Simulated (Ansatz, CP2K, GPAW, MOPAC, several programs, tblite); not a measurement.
**Ga4PN3: cheap methods against density-functional theory**

Aim: run Ga4PN3 through methods of unlike cost and see what each gets, and at what price.

Method: no spin polarisation, static lattice; gaps from single points on the cell relaxed beforehand with r²SCAN, in MOPAC, tblite, CP2K, Ansatz, GPAW (versions at each run).

**1. Starting point**

It takes space group I-42m (No. 121, tetragonal). Conventional cell: a = 4.759 Å, b = 4.759 Å, c = 9.384 Å, α = 90.00°, β = 90.00°, γ = 90.00°. N (site symmetry -4) has 4 Ga at 2.01 Å as nearest neighbours. Ga (site symmetry m) is surrounded by 3 N at 1.97 to 2.01 Å and 1 P at 2.25 Å. Around N (site symmetry -42m) lie 4 Ga at 1.97 Å. P (site symmetry -42m) has 4 Ga at 2.25 Å as nearest neighbours.

As a file:

```cif
data_structure
_symmetry_space_group_name_H-M 'I-42m'
_symmetry_Int_Tables_number 121
_cell_length_a 4.7595
_cell_length_b 4.7595
_cell_length_c 9.3839
_cell_angle_alpha 90.000
_cell_angle_beta 90.000
_cell_angle_gamma 90.000
_cell_volume 212.57
loop_
_atom_site_label
_atom_site_type_symbol
_atom_site_symmetry_multiplicity
_atom_site_Wyckoff_symbol
_atom_site_fract_x
_atom_site_fract_y
_atom_site_fract_z
_atom_site_occupancy
N1 N 4 d 0.50000 0.00000 0.25000 1
Ga1 Ga 8 i 0.27650 0.72350 0.13517 1
N2 N 2 b 0.50000 0.50000 0.00000 1
P1 P 2 a 0.00000 0.00000 0.00000 1
```

The structure type (ordered alloy on zincblende lattice) is imposed and need not be the compound's stable one.

**Question.** The methods are PM6, PM7, GFN1-xTB (tblite), GFN2-xTB (tblite), PBE/DZVP, PBE/SZV, coarse PBE, GLLB-SC, PBE, r2SCAN. What gap does r2SCAN give on this cell, and which other methods (full PBE left aside) come nearest to r2SCAN and farthest in gap, volume and bulk modulus?

```
                                               quantity                                            value
                                                 r2SCAN           gap 1.12 eV, 13.29 Å³/atom, B₀ 156 GPa
         gap: nearest and farthest of the other methods     GFN2-xTB (tblite) (+0.01 eV), PM6 (+3.46 eV)
      volume: nearest and farthest of the other methods         GFN2-xTB (tblite) (+1.2 %), PM7 (+9.3 %)
bulk modulus: nearest and farthest of the other methods  PBE/DZVP, PBE/SZV (about 19 % off); PM7 (+65 %)
```

For the gap, of the 8 methods compared (full PBE left aside), GFN2-xTB (tblite) comes nearest to r2SCAN and PM6 is farthest. Among the 4 methods compared for the volume (full PBE left aside), GFN2-xTB (tblite) is nearest to r2SCAN and PM7 farthest. For the bulk modulus (full PBE left aside), PBE/DZVP, PBE/SZV tie for nearest to r2SCAN; PM7 is farthest. A minimal basis or a coarse cutoff and mesh shifts results by its own error, so closeness to r2SCAN can be chance. Cluster runs see only the k-points that fold onto the zone centre, so their gaps can miss the band edges. GLLB-SC is compared with its derivative discontinuity added. No volume is given for PM6, GFN1-xTB (tblite), coarse PBE, which can hide a larger miss. CPU times run from 3.6 s (PM7) to 97 s (PBE/DZVP). On this cell PBE/DZVP cost more than r2SCAN itself (74 s), so it is no saving here. r2SCAN is a yardstick, not the truth: it usually gives gaps below the measured ones.
